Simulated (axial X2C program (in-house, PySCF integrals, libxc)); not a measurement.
# BiCs⁺: from the state search to constants

Aim: find the lowest determinant of BiCs⁺, scan the bond at several levels and fit the constants, once spin-free and once with spin–orbit coupling.

Computed with an in-house X2C program for linear molecules on PySCF integrals. Level: all-electron X2C, Bi dyall-v2z, Cs dyall-v2z.

All values are calculated.

### 1 Input

task.json

```json
{
 "zs": [
  83,
  55
 ],
 "q": 1,
 "bas": [
  "dyall-v2z",
  "dyall-v2z"
 ],
 "levels": [
  "PBE0",
  "HF",
  "r2SCAN0",
  "PBE50"
 ],
 "cc": false,
 "r0": 3.83,
 "npts": 10,
 "nst": 2,
 "ntry": 6
}
```

Keys: zs atomic numbers; q charge; bas basis sets; levels methods (HF also brings MP2); cc coupled cluster on or off; r0 starting distance in Å; npts points asked for on the curve; nst determinants followed; ntry starts of the search.

Run with:

```console
$ python so2c.py task.json out
```

Spin-free means the one-electron spin-free X2C Hamiltonian; two-component (2c) means X2C with spin–orbit coupling and atomic mean-field two-electron Coulomb and Gaunt terms. Basis: Bi dyall-v2z contracted to [10s12p9d5f], Cs dyall-v2z contracted to [12s13p7d]; Gaussian nuclei, density fitting. Masses: Bi 208.980 u, Cs 132.905 u.

Notation: σ, π±, δ± give the projection m of an orbital's angular momentum (0, ±1, ±2), α and β its spin, Λ and M_S the sums; ω is the projection of a spinor's total angular momentum and Ω the sum. Logs are in hartree.

The results follow Hamiltonian by Hamiltonian and level by level.

### 2 Search for the lowest determinant

PBE0 moves the distance from 3.830 Å to 4.247 Å and compares determinants there.

Spin-free determinants:

| ΔE (eV) | state | open shells |
| --- | --- | --- |
| 0.00 | M_S = 3/2, Λ = 0 | beyond closed shells: σα, π+α, π-α |
| 0.63 | M_S = 1/2, Λ = 0 | beyond closed shells: σβ, π+α, π-α |
| 1.11 | M_S = 1/2, Λ = 0 | beyond closed shells: σα, π+β, π-α |
| 1.11 | M_S = 1/2, Λ = 2 | beyond closed shells: σα, π+α, π+β |
| 1.18 | M_S = 1/2, Λ = 1 | beyond closed shells: π+α |
| 1.89 | M_S = 1/2, Λ = 1 | beyond closed shells: π+α, π+β, π-α |
| 4.93 | M_S = 3/2, Λ = 1 | beyond closed shells: 2 × σα, π+α |

Two-component determinants:

```tsv
ΔE (eV)	state	open shells
0.00	Ω = 3/2	excess of +ω over −ω: ω = 3/2
0.03	Ω = 1/2	excess of +ω over −ω: ω = 1/2
1.36	Ω = 1/2	excess of +ω over −ω: 2 × ω = -1/2, ω = 3/2
1.83	Ω = 5/2	excess of +ω over −ω: 2 × ω = 1/2, ω = 3/2
2.34	Ω = 1/2	excess of +ω over −ω: ω = 1/2
6.68	Ω = 5/2	excess of +ω over −ω: ω = 5/2
7.03	Ω = 5/2	excess of +ω over −ω: ω = -1/2, 2 × ω = 3/2
```

### 3 PBE0, spin-free

State followed: M_S = 3/2, Λ = 0 (beyond closed shells: σα, π+α, π-α). The scan is laid around 4.247 Å, a first estimate of the minimum, and this SCF restarts from the orbitals of the search.

The SCF at the reference distance of 4.247 Å:

```text
spin-free X2C-1e  PBE0
basis functions 212  fitting functions 1219  grid points 5811
iter        total energy     max residual
   1     -29321.069561335     1.38e-05
   2     -29321.069561336     1.10e-05
converged
one-electron -41199.49840419  Coulomb 11907.16135211  exact exchange -147.22345778  xc functional -450.30913809  nuclear repulsion 568.80008661
```

Along the bond, energies from the lowest point:

| R (Å) | E (eV) | μ (D) | HOMO (eV) | LUMO (eV) | iterations |
| --- | --- | --- | --- | --- | --- |
| 3.695 | 0.0742 | 8.71 | -10.04 | -6.75 | 8 |
| 3.865 | 0.0279 | 9.29 | -9.90 | -6.66 | 7 |
| 3.992 | 0.0097 | 9.73 | -9.80 | -6.57 | 7 |
| 4.120 | 0.0018 | 10.18 | -9.70 | -6.49 | 7 |
| 4.247 | 0.0000 | 10.63 | -9.61 | -6.39 | 2 |
| 4.396 | 0.0040 | 11.17 | -9.50 | -6.28 | 7 |
| 4.544 | 0.0110 | 11.72 | -9.40 | -6.17 | 7 |
| 4.735 | 0.0228 | 12.41 | -9.27 | -6.02 | 7 |
| 4.969 | 0.0375 | 13.26 | -9.13 | -5.84 | 7 |
| 5.309 | 0.0573 | 14.47 | -8.94 | -5.59 | 8 |

Dipoles are positive if Cs is the positive end and refer to the centre of mass.

Outer orbitals at the reference distance:

| symmetry | occupied | ε (eV) | atomic character |
| --- | --- | --- | --- |
| σα | yes | -32.91 | 100% Bi d |
| π+α | yes | -32.89 | 100% Bi d |
| π-α | yes | -32.89 | 100% Bi d |
| δ+α | yes | -32.85 | 100% Bi d |
| δ-α | yes | -32.85 | 100% Bi d |
| σβ | yes | -32.57 | 100% Bi d |
| π+β | yes | -32.55 | 100% Bi d |
| π-β | yes | -32.55 | 100% Bi d |
| δ-β | yes | -32.51 | 100% Bi d |
| δ+β | yes | -32.51 | 100% Bi d |
| σα | yes | -20.24 | 86% Bi s, 13% Cs p |
| π+α | yes | -19.84 | 100% Cs p |
| π-α | yes | -19.84 | 100% Cs p |
| π-β | yes | -19.83 | 100% Cs p |
| π+β | yes | -19.83 | 100% Cs p |
| σβ | yes | -19.81 | 100% Cs p |
| σα | yes | -19.79 | 89% Cs p, 10% Bi s |
| σβ | yes | -17.72 | 96% Bi s, 3% Cs p |
| σα | yes | -9.90 | 92% Bi p, 3% Cs p, 3% Cs s |
| π+α | yes | -9.61 | 99% Bi p |
| π-α | yes | -9.61 | 99% Bi p |
| σβ | no | -6.39 | 80% Bi p, 12% Cs s, 4% Cs d |
| π-β | no | -5.87 | 96% Bi p, 2% Cs p |
| π+β | no | -5.87 | 96% Bi p, 2% Cs p |
| σα | no | -4.77 | 95% Cs s, 3% Bi p |

PBE0 fields in the half plane through the axis: z from -2.4 to 6.6 Å across, distance from the axis 0.15 to 2.25 Å upwards; Bi lies at z = 0 and Cs at z = 4.247 Å; the ELF is damped to zero where the density is low.

log10 density (e/bohr³). Ten even steps from '0' (-5.32 ) to '9' (1.95 ):
```
1222333333333222222222222221100
2223333444333332222333333322110
2233344444444333333344444333211
2333444555544433334445554443321
2334455555554443344555555544321
3344556666655443344566666554332
3344556777655444445567776654432
3344567898765444445668987654432
```

ELF. Ten even steps from ' ' (0.00 ) to '@' (0.82 ):
```
    ..::--==++********++==::..                                
  ..::==++**##%%%%%%####**==--..        ..::----::..          
  ::==++##%%%%%%%%%%%%%%##**==..      ::++**##****==::..      
..--++##%%%%%%######%%%%%%%%++..    ::**%%@@@@@@%%##++--..    
::==**##%%##**++==++**##%%%%**..  ..++%%@@@@@@@@@@@@##++::    
--++##%%##**==++++++==++##%%**..  ::##@@@@++====%%@@@@##==..  
--++##%%##==++%%##%%++==**%%**..  --%%@@====%%**--%%@@%%++::  
--++####**==##--++--##==**%%##..  ==@@%%--@@%%**==**@@%%++::  
```

Re = 4.217 Å, ωe = 31.2 cm⁻¹, Be = 0.01167 cm⁻¹, De = 0.126 eV, μ = 10.53 D.

### 4 HF, spin-free

The SCF at the reference distance of 4.247 Å:

```text
spin-free X2C-1e  HF
basis functions 212  fitting functions 1219  grid points 5811
iter        total energy     max residual
   1     -29312.430796583     7.60e-01
   2     -29312.473550685     1.72e-02
   3     -29312.474193810     6.46e-03
   4     -29312.474329317     2.02e-03
   5     -29312.474345774     2.81e-04
   6     -29312.474348160     1.15e-04
   7     -29312.474348922     6.92e-05
   8     -29312.474349194     2.63e-05
   9     -29312.474349227     5.29e-06
  10     -29312.474349228     1.44e-06
converged
one-electron -41198.67542530  Coulomb 11906.45351480  exact exchange -589.05252534  xc functional 0.00000000  nuclear repulsion 568.80008661
```

Re = 4.604 Å, ωe = 22.3 cm⁻¹, ωexe = 0.282 cm⁻¹, Be = 0.009789 cm⁻¹, De = 0.069 eV, μ = 12.22 D.

### 5 r2SCAN0, spin-free

The SCF at the reference distance of 4.247 Å:

```text
spin-free X2C-1e  r2SCAN0
basis functions 212  fitting functions 1219  grid points 5811
iter        total energy     max residual
   1     -29321.373101159     2.02e-01
   2     -29321.378480599     2.75e-03
   3     -29321.378514810     1.93e-03
   4     -29321.378538165     4.82e-04
   5     -29321.378538780     1.12e-04
   6     -29321.378538829     2.92e-05
   7     -29321.378538838     6.20e-06
   8     -29321.378538838     1.77e-06
converged
one-electron -41199.17922877  Coulomb 11906.87097040  exact exchange -147.23476354  xc functional -450.63560354  nuclear repulsion 568.80008661
```

Re = 4.233 Å, ωe = 30.9 cm⁻¹, Be = 0.01158 cm⁻¹, De = 0.115 eV, μ = 10.74 D.

### 6 PBE50, spin-free

Output at 4.247 Å:

```text
spin-free X2C-1e  PBE50
basis functions 212  fitting functions 1219  grid points 5811
iter        total energy     max residual
   1     -29320.856825305     2.58e-01
   2     -29320.861999629     7.08e-03
   3     -29320.862025121     6.20e-03
   4     -29320.862147604     1.92e-04
   5     -29320.862148167     9.99e-05
   6     -29320.862148264     1.55e-05
   7     -29320.862148275     5.77e-06
   8     -29320.862148277     1.20e-06
converged
one-electron -41200.68734554  Coulomb 11908.41468208  exact exchange -294.49132548  xc functional -302.89824596  nuclear repulsion 568.80008661
```

Re = 4.236 Å, ωe = 30.1 cm⁻¹, ωexe = 0.262 cm⁻¹, Be = 0.01157 cm⁻¹, De = 0.109 eV, μ = 10.75 D.

### 7 Correlated methods, spin-free

Correlated methods: 23 electrons correlated (frozen shells, counted by type: Bi 5 s, 4 p, 2 d, 1 f; Cs 4 s, 3 p, 2 d), 169 virtual spinors in MP2.

MP2: Re = 4.344 Å, ωe = 29.6 cm⁻¹, Be = 0.011 cm⁻¹, De = 0.108 eV.

### 8 A higher determinant, spin-free

State: M_S = 1/2, Λ = 0 (beyond closed shells: σβ, π+α, π-α).

Output at the reference distance:

```text
spin-free X2C-1e  PBE0
basis functions 212  fitting functions 1219  grid points 5811
iter        total energy     max residual
   1     -29321.046431435     1.33e-05
   2     -29321.046431438     1.32e-05
   3     -29321.046431439     1.51e-06
converged
one-electron -41199.10720453  Coulomb 11906.76429008  exact exchange -147.21350603  xc functional -450.29009758  nuclear repulsion 568.80008661
```

| R (Å) | E above the lowest PBE0 point (eV) |
| --- | --- |
| 3.695 | 0.715 |
| 3.865 | 0.663 |
| 3.992 | 0.641 |
| 4.120 | 0.632 |
| 4.247 | 0.629 |
| 4.396 | 0.634 |
| 4.544 | 0.642 |
| 4.735 | 0.657 |
| 4.969 | 0.676 |

Re = 4.224 Å, ωe = 34.1 cm⁻¹, Be = 0.01163 cm⁻¹, μ = 10.32 D. ⟨S²⟩ = 1.76 against 0.75 for a pure state, so this determinant mixes spins. Te = 0.63 eV.

### 9 The spin-free curves together

Energy (eV) of the followed determinant, spin-free, from each level's lowest point:

| R (Å) | PBE0 | HF | MP2 | r2SCAN0 | PBE50 |
| --- | --- | --- | --- | --- | --- |
| 3.695 | 0.074 | 0.183 | 0.116 | 0.079 | 0.077 |
| 3.865 | 0.028 | 0.098 | 0.052 | 0.031 | 0.030 |
| 3.992 | 0.010 | 0.057 | 0.024 | 0.011 | 0.011 |
| 4.120 | 0.002 | 0.031 | 0.008 | 0.003 | 0.002 |
| 4.247 | 0.000 | 0.014 | 0.001 | 0.000 | 0.000 |
| 4.396 | 0.004 | 0.004 | 0.000 | 0.004 | 0.003 |
| 4.544 | 0.011 | 0.000 | 0.004 | 0.010 | 0.009 |
| 4.735 | 0.023 | 0.001 | 0.013 | 0.022 | 0.020 |
| 4.969 | 0.037 | 0.006 | 0.026 | 0.036 | 0.033 |
| 5.309 | 0.057 | 0.017 | 0.044 | 0.055 | 0.050 |

### 10 PBE0, 2c

State followed: Ω = 3/2 (excess of +ω over −ω: ω = 3/2). The scan is laid around 4.247 Å, a first estimate of the minimum, and this SCF restarts from the orbitals of the search.

Output at 4.247 Å:

```text
two-component X2C + atomic mean field  PBE0
basis functions 212  fitting functions 1219  grid points 5811
iter        total energy     max residual
   1     -29325.410138649     5.12e-06
   2     -29325.410138651     5.18e-06
converged
one-electron -41175.00967840  Coulomb 11904.33239869  exact exchange -147.18963267  xc functional -450.31831425  nuclear repulsion 568.80008661  atomic mean-field constant -26.02499864
```

Along the bond, energies from the lowest point:

| R (Å) | E (eV) | μ (D) | HOMO (eV) | LUMO (eV) | iterations |
| --- | --- | --- | --- | --- | --- |
| 3.695 | 0.0605 | 8.88 | -9.01 | -6.66 | 10 |
| 3.865 | 0.0219 | 9.47 | -8.87 | -6.55 | 8 |
| 3.992 | 0.0070 | 9.92 | -8.76 | -6.46 | 7 |
| 4.120 | 0.0011 | 10.38 | -8.66 | -6.37 | 7 |
| 4.247 | 0.0000 | 10.85 | -8.57 | -6.28 | 2 |
| 4.396 | 0.0037 | 11.39 | -8.46 | -6.17 | 7 |
| 4.544 | 0.0095 | 11.93 | -8.35 | -6.07 | 7 |
| 4.735 | 0.0190 | 12.63 | -8.22 | -5.93 | 8 |
| 4.969 | 0.0300 | 13.46 | -8.08 | -5.77 | 8 |
| 5.309 | 0.0441 | 14.65 | -7.88 | -5.55 | 9 |

Dipoles are positive if Cs is the positive end and refer to the centre of mass.

Outer spinors at the reference distance:

```csv
ω,occupied,ε (eV),atomic character,λ mixture
1/2,yes,-34.11,99% Cs s,100% σ
-1/2,yes,-34.11,"95% Cs s, 5% Bi d","97% σ, 3% π"
-1/2,yes,-34.09,"95% Bi d, 5% Cs s","60% π, 40% σ"
-3/2,yes,-34.07,100% Bi d,"82% δ, 18% π"
1/2,yes,-34.05,100% Bi d,"56% π, 44% σ"
3/2,yes,-33.94,100% Bi d,"76% δ, 24% π"
5/2,yes,-31.14,100% Bi d,100% δ
3/2,yes,-31.11,100% Bi d,"76% π, 24% δ"
1/2,yes,-31.08,100% Bi d,"56% σ, 44% π"
-1/2,yes,-31.04,100% Bi d,"63% σ, 37% π"
-3/2,yes,-30.97,100% Bi d,"82% π, 18% δ"
-5/2,yes,-30.87,100% Bi d,100% δ
1/2,yes,-21.03,100% Cs p,"66% π, 34% σ"
-1/2,yes,-21.02,100% Cs p,"67% π, 33% σ"
1/2,yes,-19.60,"77% Bi s, 22% Cs p","92% σ, 8% π"
3/2,yes,-19.36,100% Cs p,100% π
-1/2,yes,-19.36,100% Cs p,"67% σ, 33% π"
-3/2,yes,-19.36,100% Cs p,100% π
1/2,yes,-19.31,"81% Cs p, 19% Bi s","74% σ, 26% π"
-1/2,yes,-17.76,"96% Bi s, 3% Cs p",100% σ
-1/2,yes,-10.32,98% Bi p,"84% π, 16% σ"
1/2,yes,-10.04,"94% Bi p, 2% Cs p","76% σ, 24% π"
3/2,yes,-8.57,98% Bi p,100% π
-1/2,no,-6.28,"80% Bi p, 12% Cs s, 4% Cs p","85% σ, 15% π"
1/2,no,-6.22,"89% Bi p, 6% Cs s, 3% Cs p","74% π, 26% σ"
-3/2,no,-5.43,"94% Bi p, 3% Cs p",100% π
1/2,no,-4.75,"90% Cs s, 6% Bi p, 2% Cs d","98% σ, 2% π"
```

PBE0 fields in the half plane through the axis: z from -2.4 to 6.6 Å across, distance from the axis 0.15 to 2.25 Å upwards; Bi lies at z = 0 and Cs at z = 4.247 Å; the ELF is damped to zero where the density is low.

log10 density (e/bohr³). Ten even steps from '0' (-5.32 ) to '9' (1.95 ):
```
1222333333333222222222222221100
2223333444333332222333333322110
2233344444443333233344444333211
2333444555544433334445554443321
2334455555554433344555555544321
2334556666655443344566666554332
3344556777655444445567776654432
3344567898765444445668987654432
```

ELF. Ten even steps from '0' (0.00 ) to '9' (0.82 ):
```
0001245566543200000000000000000
0013467777765310000012332100000
0124678888877520000256766421000
0135777777787630002689998753100
1246776545677740015899999985200
1356754555457740027995448997410
1356645868546740039944863898520
1356547353745750049839864698520
```

Re = 4.203 Å, ωe = 28.7 cm⁻¹, ωexe = 0.29 cm⁻¹, Be = 0.01175 cm⁻¹, De = 0.075 eV, μ = 10.68 D.

### 11 HF, 2c

Output at 4.247 Å:

```text
two-component X2C + atomic mean field  HF
basis functions 212  fitting functions 1219  grid points 5811
iter        total energy     max residual
   1     -29316.660722393     8.02e-01
   2     -29316.703998914     1.65e-02
   3     -29316.705142438     6.30e-03
   4     -29316.705528229     2.53e-03
   5     -29316.705827367     2.10e-03
   6     -29316.706088124     1.66e-03
   7     -29316.706374814     8.33e-04
   8     -29316.706453322     9.76e-05
   9     -29316.706453986     7.63e-05
  10     -29316.706454408     4.62e-05
  11     -29316.706454601     2.11e-05
  12     -29316.706454650     7.44e-06
  13     -29316.706454655     2.37e-06
  14     -29316.706454656     1.02e-06
converged
one-electron -41173.90969309  Coulomb 11903.35268652  exact exchange -588.92453606  xc functional 0.00000000  nuclear repulsion 568.80008661  atomic mean-field constant -26.02499864
```

Re = 4.644 Å, ωe = 19.0 cm⁻¹, ωexe = 0.338 cm⁻¹, Be = 0.00962 cm⁻¹, De = 0.038 eV, μ = 12.49 D.

### 12 r2SCAN0, 2c

Output at 4.247 Å:

```text
two-component X2C + atomic mean field  r2SCAN0
basis functions 212  fitting functions 1219  grid points 5811
iter        total energy     max residual
   1     -29325.603837877     2.26e-01
   2     -29325.610147112     2.94e-03
   3     -29325.610465571     1.95e-03
   4     -29325.610570635     8.74e-04
   5     -29325.610633239     6.00e-04
   6     -29325.610681481     1.11e-04
   7     -29325.610683312     2.40e-05
   8     -29325.610683322     4.83e-06
   9     -29325.610683323     1.03e-06
converged
one-electron -41174.46337551  Coulomb 11903.81865104  exact exchange -147.20236259  xc functional -450.53868423  nuclear repulsion 568.80008661  atomic mean-field constant -26.02499864
```

Re = 4.214 Å, ωe = 29.1 cm⁻¹, Be = 0.01169 cm⁻¹, De = 0.080 eV, μ = 10.83 D.

### 13 PBE50, 2c

The SCF at the reference distance of 4.247 Å:

```text
two-component X2C + atomic mean field  PBE50
basis functions 212  fitting functions 1219  grid points 5811
iter        total energy     max residual
   1     -29325.161231360     2.72e-01
   2     -29325.166410661     6.95e-03
   3     -29325.166448268     6.22e-03
   4     -29325.166576512     3.32e-04
   5     -29325.166583701     2.55e-04
   6     -29325.166588621     1.76e-04
   7     -29325.166592800     8.65e-05
   8     -29325.166593968     1.98e-05
   9     -29325.166594004     6.88e-06
  10     -29325.166594008     3.33e-06
  11     -29325.166594010     9.31e-07
converged
one-electron -41176.13733031  Coulomb 11905.52426470  exact exchange -294.42389022  xc functional -302.90472616  nuclear repulsion 568.80008661  atomic mean-field constant -26.02499864
```

Re = 4.235 Å, ωe = 26.9 cm⁻¹, ωexe = 0.325 cm⁻¹, Be = 0.01157 cm⁻¹, De = 0.059 eV, μ = 10.94 D.

### 14 MP2, 2c

Correlated methods: 23 electrons correlated (frozen shells, counted by type: Bi 5 s, 4 p, 2 d, 1 f; Cs 4 s, 3 p, 2 d), 169 virtual spinors in MP2.

MP2: Re = 4.339 Å, ωe = 27.5 cm⁻¹, Be = 0.01102 cm⁻¹, De = 0.075 eV.

### 15 A higher determinant, 2c

State: Ω = 1/2 (excess of +ω over −ω: ω = 1/2).

Output at the reference distance:

```text
two-component X2C + atomic mean field  PBE0
basis functions 212  fitting functions 1219  grid points 5811
iter        total energy     max residual
   1     -29325.409048517     4.00e-06
   2     -29325.409048517     3.69e-06
converged
one-electron -41175.34353650  Coulomb 11904.64594054  exact exchange -147.18225384  xc functional -450.30428669  nuclear repulsion 568.80008661  atomic mean-field constant -26.02499864
```

| R (Å) | E above the lowest PBE0 point (eV) |
| --- | --- |
| 3.695 | 0.115 |
| 3.865 | 0.060 |
| 3.992 | 0.038 |
| 4.120 | 0.030 |
| 4.247 | 0.030 |
| 4.396 | 0.038 |
| 4.544 | 0.050 |
| 4.735 | 0.071 |
| 4.969 | 0.098 |

Re = 4.180 Å, ωe = 38.8 cm⁻¹, ωexe = 0.172 cm⁻¹, Be = 0.01187 cm⁻¹, μ = 9.85 D. Te = 0.03 eV.

### 16 The 2c curves together

Energy (eV) of the followed determinant, 2c, from each level's lowest point:

| R (Å) | PBE0 | HF | MP2 | r2SCAN0 | PBE50 |
| --- | --- | --- | --- | --- | --- |
| 3.695 | 0.060 | 0.167 | 0.102 | 0.067 | 0.065 |
| 3.865 | 0.022 | 0.089 | 0.045 | 0.025 | 0.025 |
| 3.992 | 0.007 | 0.053 | 0.020 | 0.008 | 0.009 |
| 4.120 | 0.001 | 0.029 | 0.007 | 0.002 | 0.002 |
| 4.247 | 0.000 | 0.014 | 0.001 | 0.000 | 0.000 |
| 4.396 | 0.004 | 0.004 | 0.000 | 0.004 | 0.002 |
| 4.544 | 0.010 | 0.000 | 0.003 | 0.009 | 0.007 |
| 4.735 | 0.019 | 0.000 | 0.011 | 0.019 | 0.015 |
| 4.969 | 0.030 | 0.003 | 0.021 | 0.031 | 0.024 |
| 5.309 | 0.044 | 0.011 | 0.035 | 0.046 | 0.035 |

Time for the job: 4.5 min (1 thread, shared host).

### 17 Constants

Lowest determinant that the search found at its distance, spin-free: M_S = 3/2, Λ = 0 (beyond closed shells: σα, π+α, π-α).

Lowest determinant that the search found at its distance, 2c: Ω = 3/2 (excess of +ω over −ω: ω = 3/2).

```json
{"Hamiltonian": "spin-free", "level": "PBE0", "Re (Å)": "4.217", "ωe (cm⁻¹)": "31.2", "De (eV)": "0.126", "μ (D)": "10.53"}
{"Hamiltonian": "spin-free", "level": "HF", "Re (Å)": "4.604", "ωe (cm⁻¹)": "22.3", "De (eV)": "0.069", "μ (D)": "12.22"}
{"Hamiltonian": "spin-free", "level": "MP2", "Re (Å)": "4.344", "ωe (cm⁻¹)": "29.6", "De (eV)": "0.108", "μ (D)": "n/a"}
{"Hamiltonian": "spin-free", "level": "r2SCAN0", "Re (Å)": "4.233", "ωe (cm⁻¹)": "30.9", "De (eV)": "0.115", "μ (D)": "10.74"}
{"Hamiltonian": "spin-free", "level": "PBE50", "Re (Å)": "4.236", "ωe (cm⁻¹)": "30.1", "De (eV)": "0.109", "μ (D)": "10.75"}
{"Hamiltonian": "2c", "level": "PBE0", "Re (Å)": "4.203", "ωe (cm⁻¹)": "28.7", "De (eV)": "0.075", "μ (D)": "10.68"}
{"Hamiltonian": "2c", "level": "HF", "Re (Å)": "4.644", "ωe (cm⁻¹)": "19.0", "De (eV)": "0.038", "μ (D)": "12.49"}
{"Hamiltonian": "2c", "level": "MP2", "Re (Å)": "4.339", "ωe (cm⁻¹)": "27.5", "De (eV)": "0.075", "μ (D)": "n/a"}
{"Hamiltonian": "2c", "level": "r2SCAN0", "Re (Å)": "4.214", "ωe (cm⁻¹)": "29.1", "De (eV)": "0.080", "μ (D)": "10.83"}
{"Hamiltonian": "2c", "level": "PBE50", "Re (Å)": "4.235", "ωe (cm⁻¹)": "26.9", "De (eV)": "0.059", "μ (D)": "10.94"}
```

Dipoles are positive if Cs is the positive end and refer to the centre of mass.

Time per point (s) on 1 thread, shared host (2c runs); the times are rough: PBE0 1.6, HF 1.9, MP2 2.2, r2SCAN0 2.3, PBE50 2.1.

At MP2, going from spin-free to two-component changes Re by -5 mÅ, ωe by -7.2 %; the two runs may stand on different determinants, so this isn't spin–orbit coupling alone. It costs about 2.1 times the time. De moves by -0.03 eV; both De rest on single-determinant atoms, which can miss part of an open shell's spin–orbit lowering.

De refers to Bi + Cs+, each in the lowest determinant found, which need not be this curve's own limit. The state is a single determinant with fixed occupations, the lowest that a limited PBE0 search found. De is counted from the lowest determinant-based energies of the atoms at the same level, without counterpoise correction. Density functionals use the spin component along the axis (collinear). The meta-GGAs lack a current-density term, which matters for open shells with orbital currents, atoms included. With several unpaired electrons one determinant need not be a pure state.
